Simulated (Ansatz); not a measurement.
# BeBr+ (triplet): from Hartree-Fock to the top rungs at distance Br1–Be2 = 4.964 Å, cc-pVDZ

One table from this session's results is given with a row withheld; the runs are named, their logs left out.

Program: Ansatz 0.2.0, Gaussian basis. Level of theory: cc-pVDZ, core rule «outside noble gas», up to 15 orbitals frozen. These are calculated values, not measurements.

Plan: UHF; CCSD(T) on ROHF; CCSD(T) on UHF; BCCD(T) on ROHF; CISD; CCSDT(Q) on ROHF; CCSDT(Q) on UHF; CASSCF and MRCISD+Q, 4 electrons in 4 orbitals; CASSCF and NEVPT2, 4 electrons in 4 orbitals.

39 further runs of the same task are left out: 22 for a known fault of the program, 13 that didn't finish, 4 set aside as unsound or not needed.

### The geometry

The geometry derives from a PBE0/def2-TZVP stationary point (not a proven minimum). One bond is set to the value named and the two fragments are kept rigid. No spin-orbit coupling is included. The filled d shell of Br may be among the frozen orbitals whatever the setting's name suggests; the logs give the count.

2 atoms, charge 1, spin multiplicity 3.

Atoms are counted from 1 here; the program's logs count them from 0.

No contacts short enough for the rule that draws bonds.

The first run:

File in.yaml:

```yaml
crystal:
  periodic: [false, false, false]
  atoms:
    - {symbol: Br, position_ang: [0.000000, 0.000000, 0.000000]}
    - {symbol: Be, position_ang: [0.000000, 0.000000, 4.964000]}
basis:
  gaussian: {orbitals: cc-pVDZ}
total_charge: 1
magnetization: {spin_polarized: true, initial_magnetization: 2}
hamiltonian: {xc: hf}
output: {orbitals: {seedname: orbitals}}
```

Started as:

```
$ ansatz run in.yaml --threads 1 --pin off --events-out ev --progress --plain --max-ram 2393MiB
```

Among the steps run: UHF; CCSD(T) on ROHF; CCSD(T) on UHF; BCCD(T) on ROHF; CISD; CCSDT(Q) on ROHF; CCSDT(Q) on UHF; CASSCF and MRCISD+Q, 4 electrons in 4 orbitals; CASSCF and NEVPT2, 4 electrons in 4 orbitals.

One table of the session follows, with a row left open; its other results are not shown here.

| method | from UCCSDT(Q) (meV) |
| --- | --- |
| ROHF | ? |
| UHF | +2940.9 |
| RMP2 | +406.8 |
| UMP2 | +420.2 |
| CISD | +123.1 |
| RCCSD | +36.2 |
| UCCSD | +32.0 |
| RCCSD(T) | +10.7 |
| UCCSD(T) | +8.2 |
| BCCD(T) | +10.6 |
| RCCSDT | +5.9 |
| UCCSDT | +3.7 |
| RCCSDT(Q) | +2.1 |
| UCCSDT(Q) | 0 |
| CASSCF pair | +2780.0 |
| NEVPT2 pair | +366.9 |
| MRCISD pair | +107.3 |
| MRCISD+Q pair | -16.0 |

**Question.** Estimate the row for ROHF.

As computed: from UCCSDT(Q) (meV): +3035.7. In the column «from UCCSDT(Q) (meV)» it is the highest.

To keep in mind: Restricted and unrestricted rows rest on different reference determinants; where their highest levels disagree by more than a few hundredths of an eV, they describe different states and don't form one ladder.
